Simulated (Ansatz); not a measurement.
**C2H5AlS: small, medium and large basis sets**

An exercise on one series of results from a longer session: the logs are not shown, and one member is left open.

The runs use Ansatz 0.2.0, Gaussian basis; one geometry, several basis sets.

The runs, in order: PBE0-D4/def2-SVP; ωB97M-V/def2-SVP; PBE0-D4/def2-QZVPP; ωB97M-V/def2-QZVPP; the functionals' def2-TZVPP values are taken from earlier runs.

### The geometry

All runs share one geometry, relaxed beforehand with PBE0-D4 in a triple-zeta def2 set.

SMILES `C=[C]([AlH2])S`, 9 atoms, charge 0, spin multiplicity 1.

Atoms are counted from 1 here; the program's logs count them from 0.

Bond lengths: C1–C2 1.340 Å, C1–H5 1.086 Å, C1–H6 1.089 Å, C2–Al3 1.942 Å, C2–S4 1.757 Å, Al3–H7 1.584 Å, Al3–H8 1.587 Å, S4–H9 1.342 Å. Angles: C2–C1–H5 120.3°, C2–C1–H6 123.6°, H5–C1–H6 116.1°, C1–C2–Al3 118.3°, C1–C2–S4 120.0°, Al3–C2–S4 121.6°, C2–Al3–H7 118.1°, C2–Al3–H8 118.7°, H7–Al3–H8 123.3°, C2–S4–H9 97.6°.

The first run:

File in.yaml:

```yaml
crystal:
  periodic: [false, false, false]
  atoms:
    - {symbol: C, position_ang: [-0.051968, 1.292425, -0.845419]}
    - {symbol: C, position_ang: [-0.306524, 0.328564, 0.050707]}
    - {symbol: Al, position_ang: [0.856025, -1.226152, 0.087578]}
    - {symbol: S, position_ang: [-1.664976, 0.490081, 1.152987]}
    - {symbol: H, position_ang: [0.786454, 1.196973, -1.528514]}
    - {symbol: H, position_ang: [-0.647630, 2.198371, -0.942270]}
    - {symbol: H, position_ang: [2.057318, -1.282522, -0.943087]}
    - {symbol: H, position_ang: [0.558980, -2.374388, 1.142275]}
    - {symbol: H, position_ang: [-1.499280, -0.669552, 1.808543]}
basis:
  gaussian: {orbitals: def2-SVP}
hamiltonian: {xc: pbe0, dispersion: d4}
output: {orbitals: {seedname: orbitals}}
```

Launch:

```
$ ansatz run in.yaml --threads 2 --pin off --events-out ev --progress --plain --max-ram 4352MiB
```

Steps of the session up to this table: PBE0-D4 in def2-SVP; ωB97M-V in def2-SVP; PBE0-D4 in def2-QZVPP; ωB97M-V in def2-QZVPP.

One table of the session follows, with a row left open; its other results are not shown here.

It belongs to the step «Density functionals: the series». 

| functional | basis | HOMO (eV) | LUMO (eV) |
| --- | --- | --- | --- |
| PBE0-D4 | def2-SVP | -6.41 | -1.78 |
| PBE0-D4 | def2-TZVPP | -6.56 | -1.83 |
| PBE0-D4 | def2-QZVPP | ? | ? |
| ωB97M-V | def2-SVP | -8.48 | -0.03 |
| ωB97M-V | def2-TZVPP | -8.66 | -0.15 |
| ωB97M-V | def2-QZVPP | -8.69 | -0.26 |

**Question.** Estimate the row for PBE0-D4, def2-QZVPP.

**Answer.** HOMO (eV): -6.59; LUMO (eV): -1.85. In the column «HOMO (eV)» it lies between ωB97M-V, def2-SVP (-8.48) and PBE0-D4, def2-TZVPP (-6.56).
